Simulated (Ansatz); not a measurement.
# CH2AlNO2: how energies converge with the basis set

How large a basis does CH2AlNO2 need? Two functionals are run in growing sets.

The runs use Ansatz 0.2.0, Gaussian basis; one geometry, several basis sets.

Levels to be run: PBE0-D4/def2-SVP; ωB97M-V/def2-SVP; PBE0-D4/def2-QZVPP; ωB97M-V/def2-QZVPP; the functionals' def2-TZVPP values are taken from earlier runs.

## 1. Structure used throughout

The geometry comes from an earlier relaxation with PBE0-D4 in a triple-zeta def2 set; it is a stationary point, not always the lowest conformer.

7 atoms, charge 0, spin multiplicity 1.

Atoms are counted from 1 here; the program's logs count them from 0.

Bond lengths: O1–C2 1.324 Å, O1–H6 0.966 Å, C2–N3 1.293 Å, C2–O5 1.356 Å, N3–Al4 1.810 Å, Al4–O5 1.788 Å, Al4–H7 1.566 Å. Angles: C2–O1–H6 105.8°, O1–C2–N3 126.6°, O1–C2–O5 113.9°, N3–C2–O5 119.5°, C2–N3–Al4 81.1°, N3–Al4–O5 79.0°, N3–Al4–H7 148.3°, O5–Al4–H7 132.7°, C2–O5–Al4 80.4°.

## 2. PBE0-D4 in def2-SVP

The input, in.yaml:

```yaml
crystal:
  periodic: [false, false, false]
  atoms:
    - {symbol: O, position_ang: [-0.046143, 0.877928, 1.669480]}
    - {symbol: C, position_ang: [-0.022676, 0.255243, 0.501003]}
    - {symbol: N, position_ang: [-1.010347, -0.356296, -0.067883]}
    - {symbol: Al, position_ang: [0.258544, -0.644704, -1.325961]}
    - {symbol: O, position_ang: [1.183544, 0.293838, -0.117492]}
    - {symbol: H, position_ang: [-0.947774, 0.778709, 2.002191]}
    - {symbol: H, position_ang: [0.646153, -1.272718, -2.707138]}
basis:
  gaussian: {orbitals: def2-SVP}
hamiltonian: {xc: pbe0, dispersion: d4}
output: {orbitals: {seedname: orbitals}}
```

Launch:

```console
ansatz run in.yaml --threads 2 --pin off --events-out ev --progress --plain --max-ram 4352MiB
```

The runs that follow: ωB97M-V in def2-SVP; PBE0-D4 in def2-QZVPP; ωB97M-V in def2-QZVPP.

Before running them: what should the planned runs give, taken together? Wanted: PBE0-D4: double and triple zeta above quadruple; ωB97M-V: double and triple zeta above quadruple.

The runs gave:

```
                                       quantity           value
PBE0-D4: double and triple zeta above quadruple  10.92, 0.58 eV
ωB97M-V: double and triple zeta above quadruple  11.06, 0.55 eV
```

**Reading.** PBE0-D4 gains 10.33 eV from double to triple zeta, then 0.58 eV more. Total energies overstate the basis error of differences, where much of it tends to cancel.
